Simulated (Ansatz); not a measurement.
# Cl3H3InP: basis-set convergence

The task here is to estimate one member of a computed series from the others.

Program: Ansatz 0.2.0, Gaussian basis. Level of theory: one geometry, several basis sets. These are calculated values, not measurements.

Plan: PBE0-D4/def2-SVP; ωB97M-V/def2-SVP; PBE0-D4/def2-QZVPP; ωB97M-V/def2-QZVPP; the functionals' def2-TZVPP values are taken from earlier runs.

2 further runs of the same task are left out: 2 for a known fault of the program.

### Structure used throughout

The geometry comes from an earlier relaxation with PBE0-D4 in a triple-zeta def2 set; it is a stationary point, not always the lowest conformer. In takes the def2 core potential; no spin-orbit term is included.

8 atoms, charge 0, spin multiplicity 1.

Atoms are counted from 1 here; the program's logs count them from 0.

Bond lengths: P1–In2 2.714 Å, P1–H6 1.408 Å, P1–H7 1.408 Å, P1–H8 1.408 Å, In2–Cl3 2.326 Å, In2–Cl4 2.326 Å, In2–Cl5 2.326 Å. Angles: In2–P1–H6 117.7°, In2–P1–H7 117.7°, In2–P1–H8 117.7°, H6–P1–H7 100.2°, H6–P1–H8 100.2°, H7–P1–H8 100.2°, P1–In2–Cl3 98.7°, P1–In2–Cl4 98.7°, P1–In2–Cl5 98.7°, Cl3–In2–Cl4 117.7°, Cl3–In2–Cl5 117.7°, Cl4–In2–Cl5 117.8°.

As a file:

```
P    -1.08040   -0.13640    0.57491
In    1.30210    0.14547   -0.69468
Cl    2.39055   -1.71439    0.18037
Cl    0.54706    0.02412   -2.89122
Cl    1.89595    2.23652    0.13264
H    -1.50484    0.91487    1.40919
H    -1.22845   -1.22594    1.45375
H    -2.22977   -0.30135   -0.22075
```

The first run:

Contents of in.yaml:

```yaml
crystal:
  periodic: [false, false, false]
  atoms:
    - {symbol: P, position_ang: [-1.080401, -0.136402, 0.574912]}
    - {symbol: In, position_ang: [1.302095, 0.145475, -0.694677]}
    - {symbol: Cl, position_ang: [2.390548, -1.714392, 0.180369]}
    - {symbol: Cl, position_ang: [0.547064, 0.024119, -2.891219]}
    - {symbol: Cl, position_ang: [1.895953, 2.236517, 0.132635]}
    - {symbol: H, position_ang: [-1.504842, 0.914870, 1.409188]}
    - {symbol: H, position_ang: [-1.228445, -1.225937, 1.453747]}
    - {symbol: H, position_ang: [-2.229771, -0.301350, -0.220754]}
basis:
  gaussian: {orbitals: def2-SVP}
hamiltonian: {xc: pbe0, dispersion: d4}
output: {orbitals: {seedname: orbitals}}
```

Launch:

```
ansatz run in.yaml --threads 4 --pin off --events-out ev --progress --plain --max-ram 10444MiB
```

Steps of the session up to this table: PBE0-D4 in def2-SVP; ωB97M-V in def2-SVP; PBE0-D4 in def2-QZVPP; ωB97M-V in def2-QZVPP.

One table of the session follows, with a row left open; its other results are not shown here.

It belongs to the step «Density functionals: the series». 

| functional | basis | HOMO (eV) | LUMO (eV) |
| --- | --- | --- | --- |
| PBE0-D4 | def2-SVP | -8.47 | -1.60 |
| PBE0-D4 | def2-TZVPP | -8.73 | -1.85 |
| PBE0-D4 | def2-QZVPP | -8.77 | -1.93 |
| ωB97M-V | def2-SVP | -10.69 | 0.45 |
| ωB97M-V | def2-TZVPP | -11.02 | 0.09 |
| ωB97M-V | def2-QZVPP | ? | ? |

Q: Estimate the row for ωB97M-V, def2-QZVPP from the others.

As computed: HOMO (eV): -11.05; LUMO (eV): -0.11. In the column «HOMO (eV)» it is the lowest.
